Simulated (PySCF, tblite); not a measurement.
**C₂H₄B₃ClF₃ radical: geometry, infrared bands and EPR parameters**

Aim: predict the infrared bands and EPR parameters of C₂H₄B₃ClF₃ radical (`FB(Cl)BC[CH]B(F)F`).

The runs use tblite 0.8.0 and PySCF 2.14.0, with density-fitted response routines of our own; the level of theory stands in each step. All values are computed, except where a source is named. Atoms are numbered from 0 throughout.

**1. The starting structure**

13 atoms, charge 0, multiplicity 2; geometry from: force field or distance geometry start.

Bonds of the start (Å): F0–B1 1.46, B1–Cl2 1.83, B1–B3 1.66, B3–C4 1.59, C4–C5 1.52, C5–B6 1.59, B6–F7 1.44, B6–F8 1.45, B3–H9 1.19, C4–H10 1.11, C4–H11 1.12, C5–H12 1.12.

**2. Geometry optimisation with GFN2-xTB**

What the job is given:

```
{"job": {"kind": "relax", "xc": "GFN2-xTB", "basis": "xTB"}, "charge": 0, "multiplicity": 2}
F      3.726200     0.941400     0.121500
B      2.325500     0.859100    -0.278700
Cl     1.546500     2.267100    -1.142600
B      1.472800    -0.526500     0.046000
C     -0.048300    -0.703700    -0.384100
C     -0.945500     0.251900     0.394900
B     -2.443900     0.211600    -0.125100
F     -3.044900     1.403400    -0.665400
F     -3.205700    -1.016100    -0.025300
H      2.025600    -1.441600     0.573400
H     -0.362600    -1.754200    -0.208100
H     -0.123800    -0.494600    -1.478800
H     -0.926400     0.002700     1.490100
```

Started as:

```
OMP_NUM_THREADS=1 python probes_run.py task.json out
```

The driver reads the jobs from task.json and runs them one after another.

**Question.** This job is followed by: GFN2-xTB harmonic vibrations, gas phase; UKS B3LYP, pcH-1 on B C Cl F H, non-relativistic, mean-field spin-orbit, GIAO. Predict these results of the whole session: strongest single infrared mode (GFN2-xTB); zero-point energy (GFN2-xTB); g(iso) (B3LYP); ⟨S²⟩; largest a(iso) (averaged by class); potential on the surface of density 0.002 e/bohr³, 1st and 99th percentile.

**Answer**, as computed:

```
                                                                  quantity                     value
                                 strongest single infrared mode (GFN2-xTB)     1276 cm⁻¹, 338 km/mol
                                              zero-point energy (GFN2-xTB)             44.7 kcal/mol
                                                            g(iso) (B3LYP)                   2.00310
                                                                      ⟨S²⟩        0.753 (exact 0.75)
                                        largest a(iso) (averaged by class)  1H on H10, H11, 20.3 MHz
potential on the surface of density 0.002 e/bohr³, 1st and 99th percentile        -0.70 V and 1.74 V
```

**Reading.** The optimisation took 181 steps and gained 2.596 eV; among the close pairs (by a distance rule), B3–C5 changed most, from 2.564 to 1.742 Å. The frame itself reshapes: B3···C5 goes from 2.56 to 1.74 Å. All 33 modes are real, so the xTB geometry is a minimum. The strongest single mode, at 1276 cm⁻¹, moves mainly B6. Unscaled tight-binding wavenumbers are off by several per cent, some by more. Its intensities can rank the bands wrongly. B3 carries the largest spin population, 0.45 e. The isotropic g lies 0.8 ppt above the free-electron value. These values are for one conformer; the search (at its own cheap level) found 2 more, at 0.51, 10.12 kcal/mol, and measured spectra average over such forms.
